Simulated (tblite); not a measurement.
# C6H8F4LiO4: the cost of one run

Computed with tblite 0.8.0 and PySCF 2.14.0 and routines of our own; the level stands in each step. Atoms count from 0.

### Step 1. The starting structure

23 atoms, charge 1, multiplicity 1; geometry from: force field, distance geometry or constructed start.

### Step 2. Relaxing the molecule with GFN2-xTB

Job settings and geometry (Å):

```
{"job": {"kind": "relax", "xc": "GFN2-xTB", "basis": "xTB"}, "charge": 1, "multiplicity": 1}
C     -3.333400     1.903600     1.760500
O     -2.248500     2.624500     2.332100
C     -1.009500     2.216000     1.899900
O     -0.835300     1.294900     1.110900
C      0.085000     3.024400     2.568500
F     -0.274200     4.319800     2.804500
F      1.224100     3.088300     1.812900
C      3.032700    -2.871600    -0.663300
O      2.308600    -3.450100     0.424900
C      1.219200    -2.717400     0.828300
O      0.904500    -1.635000     0.342300
C      0.514500    -3.395600     1.989300
F      0.554500    -4.755200     1.925600
F     -0.801400    -3.064600     2.068500
Li    -0.002200     0.005100     0.000200
H     -3.292400     0.848500     2.045800
H     -3.342500     2.024200     0.674700
H     -4.267300     2.322800     2.158000
H      0.333700     2.560300     3.524600
H      3.456100    -1.907100    -0.372400
H      2.380600    -2.764600    -1.540200
H      3.849100    -3.549000    -0.920000
H      1.004800    -3.082600     2.927200
```

Started as:

```sh
$ OMP_NUM_THREADS=1 python large_run.py task.json out
```

The driver reads the jobs from task.json and runs them one after another.

**Question.** How long does this first job take on 1 thread of Arm Neoverse N1, shared host, and how much memory does it need?

About 2.3 s, with a peak of 0.18 GiB.
